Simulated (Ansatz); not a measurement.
# F3HHfO: the cost of one run

Program: Ansatz 0.2.0. Level of theory: RKS B3LYP-D4/def2-SVP. These are calculated values, not measurements.

1 further run of the same task is left out (it didn't finish).

## Step 1: The starting structure

Bond lengths: Hf1–O2 2.070 Å, O2–H3 1.010 Å, Hf1–F4 1.980 Å, Hf1–F5 1.979 Å, Hf1–F6 1.979 Å. Angles: Hf1–O2–H3 109.5°, O2–Hf1–F4 109.4°, O2–Hf1–F5 109.5°, O2–Hf1–F6 109.5°, F4–Hf1–F5 109.5°, F4–Hf1–F6 109.5°, F5–Hf1–F6 109.5°.

Coordinates:

```xyz
6

Hf    0.0000    0.0000    0.0000
O     0.0000    0.0000    2.0700
H    -0.9095   -0.2814    2.4071
F     1.8671    0.0000   -0.6593
F    -0.9326    1.6157   -0.6593
F    -0.9326   -1.6157   -0.6593
```

## Step 2: Relaxing the start

input.yaml reads:

```yaml
crystal:
  periodic: [false, false, false]
  atoms:
    - { symbol: Hf, position_ang: [0.0, 0.0, 0.0] }
    - { symbol: O, position_ang: [0.0, 0.0, 2.07] }
    - { symbol: H, position_ang: [-0.9095, -0.2814, 2.4071] }
    - { symbol: F, position_ang: [1.8671, 0.0, -0.6593] }
    - { symbol: F, position_ang: [-0.9326, 1.6157, -0.6593] }
    - { symbol: F, position_ang: [-0.9326, -1.6157, -0.6593] }
basis:
  gaussian: { orbitals: def2-SVP }
hamiltonian:
  xc: b3lyp
  dispersion: d4
relax:
  f_tol: 0.02
  max_steps: 40
```

The run is started by

```
$ ansatz run input.yaml --threads 1 --pin off --max-ram 2048MiB --backend cpu --events-out ev --progress --plain --runs-dir out
```

Q: Estimate wall time and peak memory on 1 thread of Intel Xeon Platinum 8259CL at 2.50GHz (Skylake/Cascade Lake), shared host.

About 88 s, with a peak of 0.21 GiB.
